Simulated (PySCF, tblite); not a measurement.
# C4H10BFN2: geometry, infrared bands and NMR shifts

Wanted: the infrared bands and NMR shifts of C4H10BFN2 (`CNB(N)/C(C)=C\F`), by calculation.

Computed with tblite 0.8.0 and PySCF 2.14.0, with density-fitted response routines of our own, on a single molecule in the gas phase. Atoms are numbered from 0 throughout.

## Step 1: The starting structure

18 atoms, charge 0, multiplicity 1; geometry from: force field or distance geometry start.

Bonds of the start (Å): C0–N1 1.46, N1–B2 1.52, B2–N3 1.52, B2–C4 1.60, C4–C5 1.51, C4–C6 1.35, C6–F7 1.36, C0–H8 1.11, C0–H9 1.11, C0–H10 1.12, N1–H11 1.06, N3–H12 1.04, N3–H13 1.05, C5–H14 1.11, C5–H15 1.10, C5–H16 1.12, C6–H17 1.08.

## Step 2: Geometry optimisation with GFN2-xTB

What the job is given:

```
{"job": {"kind": "relax", "xc": "GFN2-xTB", "basis": "xTB"}, "charge": 0, "multiplicity": 1}
C      2.383900    -0.047000    -0.751200
N      1.460700    -1.015200    -0.160500
B      0.299000    -0.301500     0.517500
N      0.510800     0.393400     1.851600
C     -1.099500    -0.142500    -0.239500
C     -2.188800     0.684200     0.393300
C     -1.315600    -0.705600    -1.451700
F     -0.368800    -1.461400    -2.067800
H      3.226000    -0.584300    -1.227900
H      2.787800     0.643400     0.023700
H      1.852400     0.540200    -1.541900
H      1.984100    -1.528700     0.602700
H      0.304000     1.404700     1.749000
H     -0.185300    -0.001100     2.528400
H     -2.397000     0.313500     1.419700
H     -3.135800     0.650100    -0.168300
H     -1.856700     1.747400     0.464100
H     -2.270000    -0.583600    -1.952800
```

Run with:

```
> OMP_NUM_THREADS=1 python probes_run.py task.json out
```

This one command runs all jobs of the session in turn.

**Question.** This job is followed by: GFN2-xTB harmonic vibrations, gas phase; GIAO PBE0/pcSseg-1 NMR shielding, non-relativistic, gas phase. Predict these results of the whole session: strongest single infrared mode (GFN2-xTB); zero-point energy (GFN2-xTB); 13C shifts against TMS (PBE0/pcSseg-1); 1H shifts against TMS (PBE0/pcSseg-1, means over atoms taken as alike); 15N shifts against NH3 (PBE0/pcSseg-1); 11B shifts against BF3·OEt2 (PBE0/pcSseg-1); 19F shifts against CFCl3 (PBE0/pcSseg-1).

The runs gave:

| quantity | value |
| --- | --- |
| strongest single infrared mode (GFN2-xTB) | 1465 cm⁻¹, 236 km/mol |
| zero-point energy (GFN2-xTB) | 91.0 kcal/mol |
| 13C shifts against TMS (PBE0/pcSseg-1) | 157.9, 121.7, 33.4, 18.2 ppm |
| 1H shifts against TMS (PBE0/pcSseg-1, means over atoms taken as alike) | 6.92, 3.00, 2.03, 2.02, 1.66 ppm |
| 15N shifts against NH3 (PBE0/pcSseg-1) | 76.2, 62.9 ppm |
| 11B shifts against BF3·OEt2 (PBE0/pcSseg-1) | 25.6 ppm |
| 19F shifts against CFCl3 (PBE0/pcSseg-1) | -116.6 ppm |

In words: Relaxing lowered the energy by 1.901 eV in 145 steps; the close pair that moved most is N1–B2, from 1.523 to 1.400 Å. All 48 modes are real, so the xTB geometry is a minimum. The strongest single mode, at 1465 cm⁻¹, is carried by N1, B2, H9, H8. GFN2-xTB is a fitted tight-binding method: band positions and strengths are rough. Its intensities can rank the bands wrongly. At PBE0/pcSseg-1: The widest tensor belongs to C4: span 216 ppm, with a paramagnetic part of -199 ppm.
